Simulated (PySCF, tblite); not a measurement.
**HfH4O3, a small molecule taken as a stand-in for a surface group (hafnium hydroxide): NMR shifts, core binding energies and electronic excitations**

What NMR shifts, core binding energies and electronic excitations should one expect for `[OH][HfH]([OH])[OH]`?

Programs: tblite 0.8.0 and PySCF 2.14.0. All values are calculated, for the isolated system unless a continuum is named. Atoms count from 0, parts from 1.

## 1. Starting point

8 atoms, charge 0, multiplicity 1; geometry: distance geometry start.

## 2. Relaxing the cluster with GFN2-xTB

What the job is given:

```
{"job": {"kind": "relax", "xc": "GFN2-xTB", "basis": "xTB"}, "charge": 0, "multiplicity": 1}
O      1.547626     1.163037     1.590195
Hf    -0.115697     0.000879     1.106134
O      0.513495    -1.837376     0.448574
O     -1.276003    -0.225759     2.800023
H      2.203908     1.501916     0.945781
H     -1.055044     0.819362    -0.150102
H      1.169711    -2.414477     0.862894
H     -1.786464    -1.021765     3.031236
```

Level: GFN2-xTB geometry optimisation, gas phase.

Command:

```console
$ OMP_NUM_THREADS=1 python cluster_run.py task.json out
```

One launch serves the whole session: the jobs run in the order shown.

Standard output:

```text
step      E/eV     max force
  0    -430.10586    1.144
  1    -430.17370    0.971
  2    -430.37132    0.736
  3    -430.39196    0.705
  4    -430.41470    0.674
  5    -430.44405    0.399
  6    -430.44817    0.184
  7    -430.44952    0.116
  8    -430.45106    0.209
  9    -430.45553    0.402
 10    -430.46407    0.522
 11    -430.47946    0.583
 12    -430.49435    0.638
 13    -430.51522    0.429
 14    -430.52508    0.531
 15    -430.53100    0.293
 16    -430.53169    0.588
 17    -430.53813    0.225
 18    -430.54151    0.174
 19    -430.55437    0.255
 20    -430.55888    0.233
 21    -430.56098    0.219
 22    -430.56142    0.135
 23    -430.56198    0.074
 24    -430.56250    0.095
 25    -430.56555    0.185
 26    -430.56850    0.172
 27    -430.57030    0.094
 28    -430.57076    0.094
 29    -430.57186    0.098
 30    -430.57302    0.151
 31    -430.57607    0.235
 32    -430.57907    0.274
 33    -430.58163    0.251
 34    -430.58371    0.220
 35    -430.58549    0.170
 36    -430.58680    0.120
 37    -430.57707    0.763
 38    -430.58849    0.110
 39    -430.58976    0.100
 40    -430.58622    0.925
 41    -430.59580    0.084
 42    -430.59908    0.084
 43    -430.59556    0.929
 44    -430.60424    0.073
 45    -430.60594    0.107
 46    -430.60766    0.376
 47    -430.60900    0.169
 48    -430.61044    0.076
 49    -430.61468    0.096
 50    -430.60653    0.813
 51    -430.61845    0.247
 52    -430.62027    0.171
 53    -430.62168    0.315
 54    -430.62335    0.059
 55    -430.62406    0.076
 56    -430.62538    0.071
 57    -430.62595    0.104
 58    -430.62751    0.150
 59    -430.62943    0.156
 60    -430.63181    0.114
 61    -430.63368    0.086
 62    -430.63501    0.147
 63    -430.63611    0.180
 64    -430.63703    0.195
 65    -430.63787    0.122
 66    -430.63887    0.130
 67    -430.63959    0.126
 68    -430.64019    0.141
 69    -430.64092    0.114
 70    -430.64178    0.091
 71    -430.64213    0.069
 72    -430.64248    0.099
 73    -430.64302    0.083
 74    -430.64386    0.089
 75    -430.64585    0.107
 76    -430.64718    0.098
 77    -430.64817    0.118
 78    -430.64865    0.055
 79    -430.64877    0.019
 80    -430.64884    0.048
 81    -430.64890    0.038
 82    -430.64904    0.040
 83    -430.64925    0.064
 84    -430.64955    0.070
 85    -430.64990    0.064
 86    -430.65012    0.036
 87    -430.65019    0.083
 88    -430.65025    0.024
 89    -430.65032    0.020
 90    -430.65037    0.022
 91    -430.65045    0.017
 92    -430.65048    0.017
 93    -430.65053    0.013
 94    -430.65057    0.021
 95    -430.65060    0.027
 96    -430.65064    0.029
 97    -430.65072    0.030
 98    -430.65086    0.034
 99    -430.65104    0.029
100    -430.65120    0.015
101    -430.65126    0.018
102    -430.65128    0.018
103    -430.65130    0.015
104    -430.65131    0.018
105    -430.65133    0.015
106    -430.65135    0.013
107    -430.65137    0.017
108    -430.65142    0.023
109    -430.65148    0.027
110    -430.65153    0.025
111    -430.65156    0.030
112    -430.65158    0.013
113    -430.65159    0.008
```

It took 0.9 s on 1 thread of Arm Neoverse V1, shared host.

Along the way:

| step | energy from step 0 (eV) | largest force (eV/Å) |
| --- | --- | --- |
| 0 | 0.0000 | 1.1440 |
| 4 | -0.3088 | 0.6736 |
| 8 | -0.3452 | 0.2090 |
| 12 | -0.3885 | 0.6377 |
| 16 | -0.4258 | 0.5883 |
| 20 | -0.4530 | 0.2329 |
| 24 | -0.4566 | 0.0946 |
| 28 | -0.4649 | 0.0936 |
| 32 | -0.4732 | 0.2737 |
| 36 | -0.4809 | 0.1195 |
| 40 | -0.4804 | 0.9251 |
| 44 | -0.4984 | 0.0725 |
| 48 | -0.5046 | 0.0763 |
| 52 | -0.5144 | 0.1704 |
| 56 | -0.5195 | 0.0714 |
| 60 | -0.5259 | 0.1137 |
| 64 | -0.5312 | 0.1950 |
| 68 | -0.5343 | 0.1410 |
| 72 | -0.5366 | 0.0986 |
| 76 | -0.5413 | 0.0984 |
| 80 | -0.5430 | 0.0477 |
| 84 | -0.5437 | 0.0703 |
| 88 | -0.5444 | 0.0239 |
| 92 | -0.5446 | 0.0171 |
| 96 | -0.5448 | 0.0289 |
| 100 | -0.5453 | 0.0145 |
| 104 | -0.5455 | 0.0181 |
| 108 | -0.5456 | 0.0237 |
| 112 | -0.5457 | 0.0122 |
| 113 | -0.5457 | 0.0071 |

Close pairs (by a distance rule), those that changed most:

| bond | before (Å) | after (Å) | change (Å) |
| --- | --- | --- | --- |
| O0–Hf1 | 2.086 | 1.902 | -0.184 |
| Hf1–O3 | 2.066 | 1.901 | -0.165 |
| Hf1–O2 | 2.051 | 1.901 | -0.150 |
| O0–H4 | 0.980 | 0.962 | -0.019 |
| Hf1–H5 | 1.769 | 1.784 | +0.015 |
| O3–H7 | 0.973 | 0.962 | -0.012 |
| O2–H6 | 0.967 | 0.961 | -0.006 |

## 3. Geometry optimisation at PBE0-D3(BJ)/def2-SVP

What the job is given:

```
{"job": {"xc": "PBE0", "basis": "def2-SVP", "d3": "d3bj", "grid": 2, "kind": "geom", "shake": 0.01}, "charge": 0, "multiplicity": 1}
O      1.006849     1.315493     0.306924
Hf    -0.426718     0.338105    -0.498241
O      0.509567    -1.198125    -1.090349
O     -1.257069    -0.336263     1.047750
H      1.830439     0.931213     0.504204
H     -1.440817     1.186455    -1.701206
H      0.681079    -1.957166    -0.509012
H     -0.857253    -0.308264     1.912028
```

Standard output:

```text
step   0  E = -275.81803343  max force = 0.035492
step   1  E = -275.83035630  max force = 0.018542
step   2  E = -275.83560343  max force = 0.004035
step   3  E = -275.84021846  max force = 0.007298
step   4  E = -275.84319685  max force = 0.006435
step   5  E = -275.84451015  max force = 0.006282
step   6  E = -275.84556267  max force = 0.004504
step   7  E = -275.84643308  max force = 0.002942
step   8  E = -275.84670442  max force = 0.000867
step   9  E = -275.84671824  max force = 0.000646
step  10  E = -275.84672024  max force = 0.000713
step  11  E = -275.84672560  max force = 0.000799
step  12  E = -275.84673408  max force = 0.000861
step  13  E = -275.84675125  max force = 0.000961
step  14  E = -275.84678060  max force = 0.000867
step  15  E = -275.84680839  max force = 0.000569
step  16  E = -275.84682740  max force = 0.000631
step  17  E = -275.84683970  max force = 0.000700
step  18  E = -275.84685178  max force = 0.000699
step  19  E = -275.84687489  max force = 0.000755
step  20  E = -275.84689606  max force = 0.000546
step  21  E = -275.84690883  max force = 0.000301
optimisation converged
```

Wall time 2 min (1 thread of Arm Neoverse V1, shared host); peak memory 0.48 GiB.

The steps of the relaxation:

| step | energy from step 0 (eV) | largest force component (eV/Å) |
| --- | --- | --- |
| 0 | 0.0000 | 1.8251 |
| 1 | -0.3353 | 0.9535 |
| 2 | -0.4781 | 0.2075 |
| 3 | -0.6037 | 0.3753 |
| 4 | -0.6847 | 0.3309 |
| 5 | -0.7205 | 0.3230 |
| 6 | -0.7491 | 0.2316 |
| 7 | -0.7728 | 0.1513 |
| 8 | -0.7802 | 0.0446 |
| 9 | -0.7806 | 0.0332 |
| 10 | -0.7806 | 0.0367 |
| 11 | -0.7808 | 0.0411 |
| 12 | -0.7810 | 0.0443 |
| 13 | -0.7815 | 0.0494 |
| 14 | -0.7823 | 0.0446 |
| 15 | -0.7830 | 0.0293 |
| 16 | -0.7835 | 0.0324 |
| 17 | -0.7839 | 0.0360 |
| 18 | -0.7842 | 0.0359 |
| 19 | -0.7848 | 0.0388 |
| 20 | -0.7854 | 0.0281 |
| 21 | -0.7857 | 0.0155 |

Distances of close pairs at the start and the end, largest changes first:

| bond | before (Å) | after (Å) | change (Å) |
| --- | --- | --- | --- |
| Hf1–H5 | 1.788 | 1.858 | +0.071 |
| Hf1–O3 | 1.880 | 1.923 | +0.043 |
| Hf1–O2 | 1.894 | 1.923 | +0.029 |
| O0–H4 | 0.930 | 0.954 | +0.024 |
| O2–H6 | 0.971 | 0.954 | -0.017 |
| O0–Hf1 | 1.913 | 1.922 | +0.009 |
| O3–H7 | 0.953 | 0.955 | +0.002 |

The end geometry stands in the next job.

| at the end point | value |
| --- | --- |
| rotational constants (GHz, main isotopes) | 4.653, 4.614, 2.686 |
| dipole moment (D) | 3.21 |

## 4. NMR shieldings: PBE0/def2-SVP+pcSseg-1

What the job is given:

```
{"job": {"kind": "nmr", "xc": "PBE0", "basis": {"default": "pcSseg-1", "Hf": "def2-SVP"}}, "charge": 0, "multiplicity": 1}
O      1.145925     1.466994     0.115625
Hf    -0.186628     0.112741    -0.174115
O      0.468479    -1.406405    -1.154127
O     -1.166028    -0.346374     1.415706
H      1.893326     2.030749     0.301627
H     -1.439693     0.902682    -1.296023
H      0.834974    -2.210667    -1.514217
H     -1.504269    -0.578277     2.277628
```

Level: GIAO PBE0/pcSseg-1 Hf:def2-SVP NMR shielding, scalar relativity only through core potentials, gas phase.

Standard output:

```text
coarse grid: 34272 points
cycle   1  E = -275.6567553396  dE = -1.249e+01  |g| = 1.306e+00  |ddm| = 7.564e+00
cycle   2  E = -275.3667996345  dE =  2.900e-01  |g| = 1.832e+00  |ddm| = 2.099e+00
cycle   3  E = -275.9786045041  dE = -6.118e-01  |g| = 2.752e-01  |ddm| = 1.174e+00
cycle   4  E = -275.9955916952  dE = -1.699e-02  |g| = 4.444e-02  |ddm| = 2.674e-01
cycle   5  E = -275.9961332254  dE = -5.415e-04  |g| = 8.745e-03  |ddm| = 5.815e-02
cycle   6  E = -275.9961540887  dE = -2.086e-05  |g| = 1.260e-03  |ddm| = 1.027e-02
cycle   7  E = -275.9961544457  dE = -3.569e-07  |g| = 1.859e-04  |ddm| = 1.294e-03
final grid: 70488 points
cycle   8  E = -275.9960628857  dE = -6.384e-08  |g| = 2.240e-04  |ddm| = 5.835e-04
cycle   9  E = -275.9960628692  dE =  1.650e-08  |g| = 3.815e-04  |ddm| = 3.537e-04
cycle  10  E = -275.9960628955  dE = -2.629e-08  |g| = 2.612e-05  |ddm| = 2.037e-04
cycle  11  E = -275.9960628956  dE = -1.387e-10  |g| = 7.610e-06  |ddm| = 3.383e-05
converged SCF energy = -275.9960628956

GIAO shielding tensors (ppm)
atom      isotropic    diamagn.    paramagn.     s11        s22        s33       span
  0 O      157.646     390.991    -233.346      8.487    117.544    346.906    338.419
  1 Hf         nan         nan         nan        nan        nan        nan        nan
  2 O      157.150     390.996    -233.846      7.622    115.963    347.865    340.243
  3 O      156.458     391.019    -234.561      7.070    113.767    348.536    341.466
  4 H       28.696      30.609      -1.912     21.378     21.940     42.771     21.392
  5 H       26.228      28.627      -2.399     25.010     25.035     28.639      3.629
  6 H       28.662      30.610      -1.948     21.291     21.865     42.831     21.540
  7 H       28.633      30.609      -1.977     21.299     21.844     42.756     21.457
```

Wall time 7.3 s (1 thread of Arm Neoverse V1, shared host); peak memory 0.49 GiB.

The references, computed at this level on geometries of the same kind, shield at (ppm): $^{1}$H TMS 31.27, $^{17}$O H2O 334.6. Their shielding less the atom's gives the shift. The references are single molecules in the gas phase, so shifts against H2O, NH3, PH3, H3PO4 or CFCl3 are not on the usual liquid scales and can be off by tens of ppm. Atoms listed in one row are averaged.

| atoms | environment | σ (ppm) | δ (ppm) |
| --- | --- | --- | --- |
| H5 | hydrogen on a Hf bonded to 3 O | 26.23 | 5.04 |
| H4, H6, H7 | hydrogen on an oxygen bonded to Hf | 28.66 | 2.60 |
| O0, O2, O3 | oxygen bonded to Hf, H | 157.1 | 177.5 |

Atoms past Kr carry core potentials, so their printed shieldings have no meaning and are left out of the table.

Charges from the same density, by scheme (e):

| atoms | Mulliken | ESP fit |
| --- | --- | --- |
| O0, O2, O3 | -0.58 | -0.93 |
| Hf1 | 1.36 | 1.72 |

Mayer bond orders: O0–Hf1 1.06, Hf1–O2 1.05, Hf1–O3 1.06.

With diffuse functions Mulliken charges and Mayer bond orders lose their meaning; the other schemes are steadier.

## 5. Core-electron binding energies: SCAN, X2C

Settings changed since step 4:

```diff
@@ -1,2 +1,2 @@
-{"job": {"kind": "nmr", "xc": "PBE0", "basis": {"default": "pcSseg-1", "Hf": "def2-SVP"}}, "charge": 0, "multiplicity": 1}
+{"job": {"kind": "xps", "holes": 5}, "charge": 0, "multiplicity": 1}
 O      1.145925     1.466994     0.115625
```

Method: delta-SCF UKS SCAN, pcX-2 on the ionised atom, pcseg-1 elsewhere (x2c-SVPall past Kr), spin-free X2C.

Standard output:

```text
ground state, core basis on atom 0 (O), 159 functions
  cycle   1  E = -15307.83259885  |g| = 1.43e+00
  cycle   2  E = -15304.85284176  |g| = 4.05e+00
  cycle   3  E = -15308.15365366  |g| = 4.08e-01
  cycle   4  E = -15308.19540920  |g| = 1.84e-01
  cycle   5  E = -15308.20079896  |g| = 8.04e-02
  cycle   6  E = -15308.20190491  |g| = 3.95e-02
  cycle   7  E = -15308.20218613  |g| = 6.45e-03
  cycle   8  E = -15308.20219538  |g| = 2.37e-03
  cycle   9  E = -15308.20219608  |g| = 3.28e-04
  E(ground) = -15308.48270907 Eh
hole in O 1s of atom 0
  cycle   1  E = -15287.60244024  |g| = 2.23e+00
  cycle   2  E = -15287.08304938  |g| = 2.23e+00
  cycle   3  E = -15288.30013001  |g| = 5.84e-01
  cycle   4  E = -15288.16125617  |g| = 8.16e-01
  cycle   5  E = -15288.42768153  |g| = 8.45e-02
  cycle   6  E = -15288.43069496  |g| = 3.72e-02
  cycle   7  E = -15288.43123417  |g| = 7.48e-03
  cycle   8  E = -15288.43125225  |g| = 5.81e-03
  cycle   9  E = -15288.43126627  |g| = 2.82e-03
  cycle  10  E = -15288.43126363  |g| = 1.15e-03
  cycle  11  E = -15288.43126956  |g| = 2.33e-04
  E(ion) = -15288.71466395 Eh   <S^2> = 0.7618   hole on atom = 1.000   binding energy = 537.916 eV
```

Wall time 8.6 s (1 thread of Arm Neoverse V1, shared host); peak memory 0.49 GiB.

Atoms past Kr, which the light-atom basis doesn't hold, take an all-electron relativistic set.

The holes in one table. −ε is the ground-state orbital energy:

| hole | stands for | environment | ΔSCF (eV) | −ε (eV) | ⟨S²⟩ |
| --- | --- | --- | --- | --- | --- |
| O1s on O0 | O0, O2, O3 | oxygen bonded to Hf, H | 537.92 | 516.5 | 0.762 |

Each hole run stands for the others of its class of like atoms.

## 6. TDDFT and polarisability: CAM-B3LYP/def2-SVPD

Settings changed since step 5:

```diff
@@ -1,2 +1,2 @@
-{"job": {"kind": "xps", "holes": 5}, "charge": 0, "multiplicity": 1}
+{"job": {"kind": "uv", "xc": "CAM-B3LYP", "basis": "def2-SVPD", "nstates": 6, "ntriplets": 2, "ip": true}, "charge": 0, "multiplicity": 1}
 O      1.145925     1.466994     0.115625
```

Level: TDDFT CAM-B3LYP/def2-SVPD, vertical, gas phase, core orbitals frozen in the response.

Standard output:

```text
coarse grid: 34272 points
cycle   1  E = -275.7067894105  dE = -1.275e+01  |g| = 1.246e+00  |ddm| = 7.703e+00
cycle   2  E = -275.5249397975  dE =  1.818e-01  |g| = 1.627e+00  |ddm| = 2.066e+00
cycle   3  E = -276.0130077711  dE = -4.881e-01  |g| = 1.795e-01  |ddm| = 1.033e+00
cycle   4  E = -276.0200493804  dE = -7.042e-03  |g| = 3.503e-02  |ddm| = 1.960e-01
cycle   5  E = -276.0203864561  dE = -3.371e-04  |g| = 4.383e-03  |ddm| = 4.938e-02
cycle   6  E = -276.0203923536  dE = -5.898e-06  |g| = 1.366e-03  |ddm| = 9.366e-03
final grid: 70488 points
cycle   7  E = -276.0203216715  dE = -5.100e-07  |g| = 1.009e-03  |ddm| = 3.968e-03
cycle   8  E = -276.0203216725  dE = -1.067e-09  |g| = 1.086e-03  |ddm| = 2.163e-03
cycle   9  E = -276.0203218818  dE = -2.093e-07  |g| = 2.066e-04  |ddm| = 8.716e-04
cycle  10  E = -276.0203218907  dE = -8.853e-09  |g| = 1.951e-05  |ddm| = 2.076e-04
cycle  11  E = -276.0203218909  dE = -2.873e-10  |g| = 6.786e-06  |ddm| = 7.091e-05
converged SCF energy = -276.0203218909

Static polarisability (au): isotropic 54.451, principal 53.266 54.960 55.128

Singlet excitations
state   eV       nm        f      main configurations
  1   6.4534    192.1   0.03320   H->L+4 0.57, H->L+1 0.27
  2   6.4653    191.8   0.03331   H->L+5 0.58, H->L+2 0.27
  3   7.2479    171.1   0.02623   H->L 0.71, H->L+3 0.23
  4   7.6575    161.9   0.20428   H->L+3 0.65, H->L 0.23
  5   7.7258    160.5   0.01081   H->L+7 0.64, H->L+6 0.17, H->L+10 0.08
  6   7.7296    160.4   0.01086   H->L+6 0.65, H->L+7 0.17, H->L+11 0.09

Triplet excitations (Tamm-Dancoff, eV): 5.6729 5.6850
Vertical ionisation energy (delta-SCF) = 10.3655 eV
```

Wall time 26 s (1 thread of Arm Neoverse V1, shared host); peak memory 0.6 GiB.

Frontier orbitals and where they lie:

| orbital | eV | atoms |
| --- | --- | --- |
| HOMO−3 | -11.00 | O3 30 %, O0 28 %, O2 26 % |
| HOMO−2 | -10.99 | O2 36 %, O0 26 %, O3 22 % |
| HOMO−1 | -10.56 | O2 30 %, O0 30 %, O3 29 % |
| HOMO | -9.23 | H5 50 %, Hf1 41 % |
| LUMO | 0.40 | Hf1 64 %, O3 9 %, O0 9 % |
| LUMO+1 | 0.92 | Hf1 66 %, O2 9 %, O0 9 % |
| LUMO+2 | 0.92 | Hf1 66 %, O3 11 %, O0 5 % |

With each of the 6 states as a Gaussian band of 0.4 eV half-width at 1/e, the curve within the window shown has maxima at 191 nm (ε 2,700), 162 nm (ε 9,500) L/(mol cm). Beyond the last state computed it falls off for lack of states. The curve at chosen wavelengths:

nm, ε (L/mol/cm) and a bar:
```
      154       4001 ############
      156       5999 ###################
      159       8604 ###########################
      161       9436 ##############################
      163       9314 ##############################
      165       8375 ###########################
      168       6170 ###################
      170       4669 ##############
      172       3407 ##########
      175       2136 ######
      177       1699 #####
      179       1543 ####
      181       1609 ####
      184       1969 #####
      186       2270 ######
      188       2528 #######
      190       2685 ########
      193       2666 ########
      195       2487 #######
      197       2208 ######
      200       1692 #####
      202       1342 ###
      204       1022 ##
      206        749 #
      209        439 
      211        296
```

Ground-state properties from the same run:

| property | computed |
| --- | --- |
| dipole moment (D) | 2.90 |
| polarisability (Å³) | 8.07 |
| HOMO–LUMO gap (eV) | 9.63 |
| −ε(HOMO) (eV) | 9.23 |

## 7. Summary of results

| quantity | value |
| --- | --- |
| rotational constants (main isotopes) | 4.65, 4.61, 2.69 GHz |
| $^{1}$H shifts against TMS (PBE0/def2-SVP+pcSseg-1, means over atoms taken as alike) | 5.04, 2.60 ppm |
| $^{17}$O shifts against H2O (PBE0/def2-SVP+pcSseg-1, means over atoms taken as alike) | 177.5 ppm |
| O1s binding energies, SCAN/pcX-2 | O0 537.92 eV |
| lowest singlet (CAM-B3LYP/def2-SVPD) | 6.45 eV (192 nm), f = 0.033 |
| brightest single state of those computed | state 4, 7.66 eV, f = 0.204 |
| lowest triplet | 5.67 eV |
| vertical ionisation energy (ΔSCF) | 10.37 eV |

**Reading.** The optimisation took 21 steps and gained 0.786 eV; among the close pairs (by a distance rule), Hf1–H5 changed most, from 1.788 to 1.858 Å (PBE0/def2-SVP). At PBE0/def2-SVP+pcSseg-1: The largest span, 340 ppm, is at O0, O2, O3, where the paramagnetic term is -234 ppm. The first singlet state (HOMO→LUMO+4 0.57, HOMO→LUMO+1 0.27) lies at 6.45 eV and is weak; of the 6 states computed, the strongest absorption comes from state 4 at 7.66 eV. The lowest triplet lies 0.78 eV below the lowest singlet (triplets in Tamm-Dancoff, singlets in full TDDFT). Spin-orbit coupling, left out, mixes singlets and triplets in elements this heavy. The orbital energy would give 9.23 eV for ionisation, ΔSCF gives 10.37 eV. Spin-orbit coupling is left out, which matters for shieldings and couplings at and beside the heavy atoms.
